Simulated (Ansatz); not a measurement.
# LaSi2Ru2: relaxing the atoms in a fixed cell

The start is LaSi2Ru2, a structure type of another compound, with these elements put in. Where does it settle when we relax the atoms in a fixed cell, and what is it like there?

Method: DFT, r2SCAN, no spin polarisation, plane waves, PAW, in Ansatz 0.2.0.

## (1) Geometry

It takes space group I4/mmm (No. 139, tetragonal). Conventional cell: a = 4.238 Å, b = 4.238 Å, c = 9.780 Å, α = 90.00°, β = 90.00°, γ = 90.00°. Si (site symmetry 4mm) has 4 Ru at 2.43 Å and 1 Si at 2.52 Å and 4 La at 3.25 Å as nearest neighbours. Ru (site symmetry -4m2) has 4 Si at 2.43 Å as nearest neighbours. La (site symmetry 4/mmm) is surrounded by 8 Ru at 3.24 Å and 10 Si at 3.25 to 3.63 Å.

The coordinates stand in the input below.

The first density is read from a saved solution for the starting cell.

## (2) The walk to rest

File input.yaml:

```yaml
crystal:
  lattice:
    - [0.0, 4.237862, 0.0]
    - [4.237862, 0.0, 0.0]
    - [2.118931, 2.118931, -4.890116]
  atoms:
    - { symbol: Si, position: [0.371, 0.371, 0.258] }
    - { symbol: Si, position: [0.629, 0.629, 0.742] }
    - { symbol: Ru, position: [0.75, 0.25, 0.5] }
    - { symbol: Ru, position: [0.25, 0.75, 0.5] }
    - { symbol: La, position: [0.0, 0.0, 0.0] }
  symmetry: { tolerance: 0.0003 }
kpoints:
  mp_grid: { grid: [6, 6, 6], shift: [0, 0, 0] }
magnetization:
  spin_polarized: false
scf:
  occupations: { method: cold, width: 0.0323 }
  lower_state_search: "off"
hamiltonian:
  pseudopotentials: { kind: paw }
  xc: r2scan
basis:
  ecutwfc: 500
  fft_grid_basis: typed
relax:
  max_steps: 40
  f_tol: 0.03
output:
  forces: true
  stress: true
  eigenvalues: true
  bader: true
  populations: true
  elf: true
  write_potential: true
  volumetric_format: npy
  dos:
    e_range: [-12, 8]
    de: 0.05
    projected: { site_lists: { La: [La], Ru: [Ru], Si: [Si] } }
checkpoint:
  read: saved_state
```

Run with:

```
$ ansatz run input.yaml --threads 2 --pin off --max-ram 3584MiB --backend cpu --events-out ev --progress --plain --runs-dir out
```

**Question.** What will these runs give? Wanted: moves; energy gained; largest move; pressure left in the fixed cell; character; Bader charges.

**Answer**, as computed:

```
                                                 quantity                           value
                                                    moves                               3
                                            energy gained                   29.1 meV/atom
                                             largest move                     0.11 Å (Si)
                     space group (0.01 Å), before / after                 I4/mmm / I4/mmm
                          pressure left in the fixed cell                         1.6 GPa
                                                character                           metal
density of states, mean within 0.25 eV of the Fermi level             2.1 per eV per cell
                                            Bader charges  Si +0.23, Ru -1.02, La +1.58 e
```

In words: In the fixed cell the largest move of an atom is 0.11 Å; the energy fell by 29.1 meV per atom. The run held to 16 symmetry operations, so a lower structure without them is not ruled out. Bands cross the Fermi level: a metal; within 0.25 eV of the Fermi level the density of states averages 2.1 per eV per cell, mostly Ru d (36 %), La d (28 %) and Si p (20 %). La loses most charge (+1.58 e on average) and Ru gains most (-1.02 e).

Caveats: the SCF threshold is loose for a stress.
